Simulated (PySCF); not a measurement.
# C5H11BBrN: the cost of one run

Computed with PySCF 2.14.0 and routines of our own; the level stands in each step. Atoms count from 0.

## (1) The system as given

19 atoms, charge 0, multiplicity 1; geometry from: GFN2-xTB.

## (2) Magnetic properties: GIAO PBE0/pcSseg-1

Job settings and geometry (Å):

```
{"job": {"kind": "mag", "xc": "PBE0", "basis": "pcSseg-1", "isotopologues": 2}, "charge": 0, "multiplicity": 1}
C     -3.021258     0.465523    -0.128260
C     -1.595420     0.267845     0.391858
B     -0.780672    -0.917650    -0.284277
Br    -1.614536    -2.191475    -1.427442
N      0.577878    -1.080616    -0.067313
C      1.409941    -0.251701     0.752644
C      2.032205     0.984491     0.162370
C      2.880877    -0.206699     0.493882
H     -3.506355     1.296947     0.379495
H     -3.619784    -0.428536     0.035124
H     -3.013729     0.674983    -1.196502
H     -1.639183     0.099857     1.474448
H     -1.040620     1.203669     0.267937
H      1.083917    -1.829714    -0.522649
H      1.071210    -0.193495     1.781946
H      2.111646     1.866391     0.777996
H      1.837534     1.189588    -0.878908
H      3.550495    -0.146452     1.337375
H      3.266052    -0.793706    -0.326859
```

Level: GIAO PBE0/pcSseg-1 magnetisability, rotational g tensor and spin-rotation constants, non-relativistic, gas phase.

Launch:

```sh
OMP_NUM_THREADS=1 python excited_run.py task.json out
```

The driver reads the jobs from task.json and runs them one after another.

**Question.** How long does this first job take on 1 thread of Arm Neoverse V2, shared host, and how much memory does it need?

About 39 s, with a peak of 1.1 GiB.
